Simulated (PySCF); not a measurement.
# C2H5F2NSi: the cost of one run

Programs: PySCF 2.14.0, with density-fitted response routines of our own. Each step states its level of theory. These are calculated values for one molecule in the gas phase, unless marked as measured. Atoms are numbered from 0 throughout.

## 1. Starting geometry

11 atoms, charge 0, multiplicity 1; geometry from: GFN2-xTB. The atoms were then displaced at random by about 0.01 Å, so the start is not that level's minimum.

Bonds of the start (Å): F0–C1 1.35, C1–F2 1.36, C1–C3 1.55, C3–N4 1.21, N4–Si5 1.73, C1–H6 1.10, C3–H7 1.09, Si5–H8 1.47, Si5–H9 1.45, Si5–H10 1.46.

## 2. Relaxing the molecule at PBE0-D3(BJ)/def2-SVP

The job: settings as JSON, then the geometry in Å.

```
{"job": {"xc": "PBE0", "basis": "def2-SVP", "d3": "d3bj", "grid": 1, "shake": 0.01, "kind": "geom"}, "charge": 0, "multiplicity": 1}
F     -2.512220    -0.522650    -1.234060
C     -1.957640     0.091430    -0.167670
F     -2.720230    -0.257470     0.901310
C     -0.500450    -0.403750    -0.001720
N      0.415130     0.386620    -0.024340
Si     2.129240     0.238200     0.135500
H     -1.999090     1.184200    -0.292590
H     -0.448210    -1.486060     0.124480
H      2.636810    -1.123050     0.349470
H      2.594390     0.797100    -1.113470
H      2.400360     1.069590     1.307410
```

Started as:

```bash
$ OMP_NUM_THREADS=1 python probes_run.py task.json out
```

One launch serves the whole session: the jobs run in the order shown.

Q: Estimate the wall time and peak memory of this first job on 1 thread of Arm Neoverse V1, shared host.

About 37 s, with a peak of 0.46 GiB.
